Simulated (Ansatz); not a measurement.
# C₂H₆AsN: a ladder of functionals and wavefunction methods

Aim: compute C₂H₆AsN with functionals from several rungs and with coupled cluster, and see how far each lands from CCSD(T) at the basis-set limit for the atomisation energy.

Method: functionals in def2-TZVPP, the program's frozen cores in correlated methods; program: Ansatz 0.2.0, Gaussian basis.

Plan: PBE-D4, r2SCAN-D4, PBE0-D4, B3LYP-D4, ωB97X-V, ωB97M-V, B2PLYP; CCSD(T)/def2-TZVPP; MP2/def2-QZVPP; extrapolation to the limit.

## (1) The relaxed structure

The geometry comes from an earlier relaxation with PBE0-D4 in a triple-zeta def2 set; it is a stationary point, not always the lowest conformer.

SMILES `CN1C[AsH]1`, 10 atoms, charge 0, spin multiplicity 1.

Atoms are counted from 1 here; the program's logs count them from 0.

Bond lengths: C1–N2 1.444 Å, C1–H5 1.091 Å, C1–H6 1.095 Å, C1–H7 1.102 Å, N2–C3 1.418 Å, N2–As4 1.906 Å, C3–As4 1.971 Å, C3–H8 1.090 Å, C3–H9 1.086 Å, As4–H10 1.539 Å. Angles: N2–C1–H5 109.8°, N2–C1–H6 108.9°, N2–C1–H7 113.0°, H5–C1–H6 108.3°, H5–C1–H7 108.5°, H6–C1–H7 108.3°, C1–N2–C3 116.3°, C1–N2–As4 119.0°, C3–N2–As4 71.0°, N2–C3–As4 66.1°, N2–C3–H8 118.3°, N2–C3–H9 116.5°, As4–C3–H8 115.6°, As4–C3–H9 116.2°, H8–C3–H9 115.2°, N2–As4–C3 42.9°, N2–As4–H10 95.8°, C3–As4–H10 91.2°.

As a file:

```mol
C2H6AsN
  3D, bonds by distance, orders not assigned

 10 10  0  0  0  0  0  0  0  0999 V2000
   -1.0586    0.4617   -0.4355 C   0  0
   -0.3008   -0.7335   -0.1466 N   0  0
    0.6233   -0.6470    0.9255 C   0  0
    1.4683   -0.8957   -0.8380 As  0  0
   -1.4427    0.4187   -1.4558 H   0  0
   -1.9113    0.5161    0.2501 H   0  0
   -0.4664    1.3839   -0.3235 H   0  0
    0.7846    0.3251    1.3923 H   0  0
    0.6625   -1.4969    1.6004 H   0  0
    1.7239    0.6163   -0.9660 H   0  0
  1  2  8  0
  2  3  8  0
  3  4  8  0
  1  5  8  0
  1  6  8  0
  1  7  8  0
  3  8  8  0
  3  9  8  0
  4 10  8  0
  2  4  8  0
M  END
```

## (2) PBE-D4 (GGA)

The input, in.yaml:

```yaml
crystal:
  periodic: [false, false, false]
  atoms:
    - {symbol: C, position_ang: [-1.058577, 0.461687, -0.435466]}
    - {symbol: N, position_ang: [-0.300780, -0.733540, -0.146627]}
    - {symbol: C, position_ang: [0.623346, -0.646980, 0.925530]}
    - {symbol: As, position_ang: [1.468347, -0.895747, -0.838046]}
    - {symbol: H, position_ang: [-1.442708, 0.418713, -1.455774]}
    - {symbol: H, position_ang: [-1.911258, 0.516111, 0.250136]}
    - {symbol: H, position_ang: [-0.466386, 1.383900, -0.323506]}
    - {symbol: H, position_ang: [0.784639, 0.325150, 1.392322]}
    - {symbol: H, position_ang: [0.662470, -1.496889, 1.600354]}
    - {symbol: H, position_ang: [1.723909, 0.616297, -0.966022]}
basis:
  gaussian: {orbitals: def2-TZVPP}
hamiltonian: {xc: pbe, dispersion: d4}
output: {forces: true, orbitals: {seedname: orbitals}}
```

Launch:

```sh
> ansatz run in.yaml --threads 4 --pin off --events-out ev --progress --plain --max-ram 10444MiB
```

The runs that follow: r2SCAN-D4 (meta-GGA); PBE0-D4 (hybrid); B3LYP-D4 (hybrid); ωB97X-V (range-separated); ωB97M-V (range-separated); B2PLYP (double hybrid); CCSD(T) in def2-TZVPP; MP2 in def2-QZVPP.

Before running them: what should the planned runs give, taken together? Wanted: atomisation energy, CCSD(T)/CBS; farthest; mean size of error, hybrid; mean size of error, range-separated; gap, smallest and largest; T1 diagnostic; triples share of the correlation energy.

As calculated:

| quantity | value |
| --- | --- |
| atomisation energy, CCSD(T)/CBS | 3467.2 kJ/mol |
| functionals within 34.7 kJ/mol (1.0 %) | r2SCAN-D4, PBE0-D4, B3LYP-D4, ωB97X-V, ωB97M-V, B2PLYP |
| farthest | PBE-D4 (+109.4 kJ/mol) |
| mean size of error, hybrid | 22.3 kJ/mol |
| mean size of error, range-separated | 17.8 kJ/mol |
| gap, smallest and largest | 4.10 eV (PBE-D4), 10.46 eV (ωB97X-V) |
| T1 diagnostic | 0.0116 |
| triples share of the correlation energy | 4.3 % |

What this shows: PBE-D4 is off by +109.4 kJ/mol. Double hybrids carry the basis error of their MP2 part in triple zeta, and no dispersion term here, so their miss is partly the set-up's. Misses under about 34.7 kJ/mol are within the doubt on the reference itself, which lacks core-valence correlation, relativity and higher excitations, and its outer-core shells are covered unevenly. Hartree-Fock recovers 67 % of the binding; the rest is correlation. The gap grows from 4.1 to 10.5 eV across the functionals, mostly with the share of exact exchange. Correlated methods include outer-core shells of As, which these sets cover unevenly.
